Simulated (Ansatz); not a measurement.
# Cl: the cost of one run

Computed with Ansatz 0.2.0 (DFT LDA, scalar-relativistic, plane waves, PAW, unless a step's input says otherwise).

## Step 1: The starting structure

The structure is orthorhombic, space group Cmce (No. 64). The conventional cell has a = 6.240 Å, b = 4.480 Å, c = 8.260 Å, α = 90.00°, β = 90.00°, γ = 90.00°. Around Cl (site symmetry m) lie 1 Cl at 2.02 Å.

Structure file:

```cif
data_structure
_symmetry_space_group_name_H-M 'P 1'
_symmetry_Int_Tables_number 1
_cell_length_a 3.8408
_cell_length_b 3.8408
_cell_length_c 8.2600
_cell_angle_alpha 90.000
_cell_angle_beta 90.000
_cell_angle_gamma 71.353
_cell_volume 115.45
loop_
_atom_site_label
_atom_site_type_symbol
_atom_site_fract_x
_atom_site_fract_y
_atom_site_fract_z
_atom_site_occupancy
Cl1 Cl 0.13000 0.87000 0.10000 1
Cl2 Cl 0.63000 0.37000 0.40000 1
Cl3 Cl 0.87000 0.13000 0.90000 1
Cl4 Cl 0.37000 0.63000 0.60000 1
```

The structure comes from the Crystallography Open Database.

## Step 2: Quick check of gap, pressure and forces

input.yaml

```yaml
crystal:
  lattice:
    - [3.12, -2.24, 0.0]
    - [3.12, 2.24, 0.0]
    - [0.0, 0.0, 8.26]
  atoms:
    - { symbol: Cl, position: [0.13, 0.87, 0.1] }
    - { symbol: Cl, position: [0.63, 0.37, 0.4] }
    - { symbol: Cl, position: [0.87, 0.13, 0.9] }
    - { symbol: Cl, position: [0.37, 0.63, 0.6] }
basis:
  ecutwfc: 420
kpoints:
  mp_grid: { grid: [6, 6, 2] }
hamiltonian:
  xc: lda
scf:
  occupations: { method: gaussian, width: 0.1 }
output:
  forces: true
  stress: true
  eigenvalues: true
```

Run with:

```console
ansatz run input.yaml --threads 4 --pin off --max-ram 5120MiB --backend cpu --events-out ev --progress --plain --runs-dir out
```

Q: Estimate wall time and peak memory on 4 threads of an Arm CPU, shared host.

About 1.5 s, with a peak of 0.4 GiB.
